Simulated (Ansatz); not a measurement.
# AlGaH (doublet): one geometry, many settings at scale of all distances = 1.322

An exercise on one series of results from a longer session: the logs are not shown, and one member is left open.

Computed with Ansatz 0.2.0, Gaussian basis. Level: the settings change from run to run.

21 further runs of the same task are left out: 2 for a known fault of the program, 12 that didn't finish, 7 set aside as unsound or not needed.

## What is computed

The geometry derives from a PBE0/def2-TZVP stationary point (not a proven minimum). All distances are scaled together. No spin-orbit coupling is included. The filled d shell of Ga may be among the frozen orbitals whatever the setting's name suggests; the logs give the count.

3 atoms, charge 0, spin multiplicity 2.

Atoms are counted from 1 here; the program's logs count them from 0.

No contacts short enough for the rule that draws bonds.

Set-up of the first run:

Contents of in.yaml:

```yaml
crystal:
  periodic: [false, false, false]
  atoms:
    - {symbol: Al, position_ang: [0.000000, 0.000000, 0.462127]}
    - {symbol: Ga, position_ang: [0.000000, 0.000000, -3.068274]}
    - {symbol: H, position_ang: [0.000000, 0.000000, 2.606147]}
basis:
  gaussian: {orbitals: 6-31G}
magnetization: {spin_polarized: false, initial_magnetization: 1}
correlation: {method: ccsd_t, electrons: outside_noble_gas}
scf: {lower_state_search: off}
```

Launch:

```sh
ansatz run in.yaml --threads 1 --pin off --events-out ev --progress --plain --max-ram 2393MiB
```

Steps of the session up to this table: CCSD(T) on ROHF/6-31G; MP2 on ROHF/6-31G; HF/6-31G; CCSDT on ROHF/6-31G; NEVPT4(SD)(5,4)/6-31G.

One table of the session follows, with a row left open; its other results are not shown here.

| level | from FCI (meV) |
| --- | --- |
| CCSD(T) on ROHF/6-31G | ? |
| MP2 on ROHF/6-31G | 950.4 |
| HF/6-31G | 2432.0 |
| CCSDT on ROHF/6-31G | 4.9 |
| NEVPT4(SD)(5,4)/6-31G (mean of several states) |  |

**Question.** Estimate the row for CCSD(T) on ROHF/6-31G.

As computed: from FCI (meV): 30.7.

To keep in mind: Hartree-Fock, CASSCF and CASCI lack dynamic correlation by design.
